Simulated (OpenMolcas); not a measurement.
**Ag⁴⁺ among point charges: CASSCF and CASPT2 levels and susceptibility**

How does a field of 3 point charges split the states of Ag⁴⁺, and what χT follows?

Program: OpenMolcas 26.06. Level of theory: state-averaged CASSCF and CASPT2, spin-orbit coupling by RASSI with atomic mean-field integrals. These are calculated values, not measurements, unless marked.

### 1 Starting point

- Species: Ag⁴⁺ (silver, Z = 47, 43 electrons)
- Basis: ANO-RCC-VDZP [6s5p3d1f], 43 functions
- Scalar Hamiltonian: DKH2, point nucleus
- Inactive shells: 1s 2s 2p 3s 3p 3d 4s 4p
- Active space: 7 electrons in 5 orbitals (4d)
- Some configurations of this space: 4d⁷
- Orbitals: optimised for each spin and parity, averaged over all roots

The outer shells:

4d7
```
4d [↑↓][↑↓][↑ ][↑ ][↑ ]
```

The ion sits among 3 point charges of -2 e arranged as a planar triangle (D3h), 1.96 Å from the ion.

The work runs as a chain of OpenMolcas steps in one folder; each step below is one input file. Labels, J, g values, rates, χT and fits are worked out afterwards by a script from the matrices that RASSI stores.

### 2 GATEWAY and SEWARD: basis and integrals

Input file a.inp:

```
&GATEWAY
Coord
1

Ag 0.0 0.0 0.0
Basis=ANO-RCC-VDZP
Group=NoSym
NoMove
AngMom=0.0 0.0 0.0
AMFI
XField
3 Angstrom 0
1.960000 0.000000 0.000000 -2.000000
-0.980000 1.697410 0.000000 -2.000000
-0.980000 -1.697410 0.000000 -2.000000
&SEWARD
```

The run is started by

```
> OMP_NUM_THREADS=1 MOLCAS_MEM=1689 MOLCAS_PROJECT=a pymolcas a.inp > a.log
```

### 3 Reference wave functions, quartets, 10 roots

Input file a.inp:

```
&RASSCF
FileOrb=start.orb
Symmetry=1
Spin=4
nActEl=7 0 0
Inactive=18
Ras2=5
CIRoot=10 10 1
SDav=10
CIMx=300
Iter=120 100
PrWF=0.3
OrbListing=Nothing
MaxOrb=0
>>> COPY $Project.JobIph JOB001
```

start.orb holds the contracted functions of the basis, ordered by shell, or the orbitals of the step before.

### 4 CASSCF: doublets, 40 roots

Input file a.inp:

```
&RASSCF
FileOrb=start.orb
Symmetry=1
Spin=2
nActEl=7 0 0
Inactive=18
Ras2=5
CIRoot=40 40 1
SDav=40
CIMx=300
Iter=120 100
PrWF=0.3
OrbListing=Nothing
MaxOrb=0
>>> COPY $Project.JobIph JOB002
```

### 5 State interaction with spin-orbit coupling

Input file a.inp:

```
&RASSI
NrOfJobIphs=2 10 40
1 2 3 4 5 6 7 8 9 10
1 2 3 4 5 6 7 8 9 10 11 12 13 14 15 16 17 18 19 20 21 22 23 24 25 26 27
28 29 30 31 32 33 34 35 36 37 38 39 40
IphNames
JOB001
JOB002
EJob
SpinOrbit
DIPRint=1.0
SOCoupling=1000.0
Subsets=2
Property=9
'ANGMOM' 1 'ANGMOM' 2 'ANGMOM' 3 'MLTPL  1' 1 'MLTPL  1' 2 'MLTPL  1' 3
'AMFI' 1 'AMFI' 2 'AMFI' 3
SOProperty=3
'ANGMOM' 1 'ANGMOM' 2 'ANGMOM' 3
```

### 6 CASPT2: IPEA 0.25, imaginary shift 0.1 (closed shells correlated: 4s 4p)

Input file a.inp:

```
>>> COPY JOB001 $Project.JobIph
&CASPT2
Multistate=10 1 2 3 4 5 6 7 8 9 10
NoMult
Frozen=14
IPEA=0.25
Imaginary=0.1
MaxIter=60
WThr=0.0 0.3 0.05
PrWF=0.5
NoMix
>>> COPY JOB002 $Project.JobIph
&CASPT2
Multistate=40 1 2 3 4 5 6 7 8 9 10 11 12 13 14 15 16 17 18 19 20 21 22
23 24 25 26 27 28 29 30 31 32 33 34 35 36 37 38 39 40
NoMult
Frozen=14
IPEA=0.25
Imaginary=0.1
MaxIter=60
WThr=0.0 0.3 0.05
PrWF=0.5
NoMix
```

(Steps that only read results are left out.)

What does the calculation give? Wanted: spin-free ground state; first state of the same spin within the active space; lowest level; next level.

As calculated:

| quantity | value |
| --- | --- |
| method | SS-CASPT2, IPEA 0.25, imaginary shift 0.1 (closed shells correlated: 4s 4p) |
| spin-free ground state | 4A2, 1-fold in its orbital part |
| first state of the same spin within the active space | 4E at 814 cm⁻¹ |
| lowest level | 2-fold E1/2, g = 1.60, 6.48, 6.48 |
| next level | 537.1 cm⁻¹ |
| χT at 300 K | 4.22 cm³ K/mol |
| effective moment at 300 K | 5.81 μB |

Cost by method:

```
                                              method  time of its own steps  time with the reference
                                           A. CASSCF                   11 s                     11 s
B. SS-CASPT2, IPEA 0.25, imaginary shift 0.1, +4s 4p                  4.8 s                     16 s
```

Times are of one thread on a shared host.

The spin-free ground state (4A2) comes to 93 % from free-ion F terms and keeps the highest spin of the shell. χT at 300 K is 4.22, against 1.88 cm³ K/mol for the spin alone, so orbital moment adds to it. An active space of the d shell alone favours high spin; real ions in strong fields can be low spin. CASPT2 does not keep the components of a term degenerate, and the means are used. The field of point charges can differ much from that of real complexes. With metal d orbitals alone active, the gaps between spin states are rough; where two lie within a few thousand cm-1, their order is open. This is an electrostatic model: the charges have no orbitals.
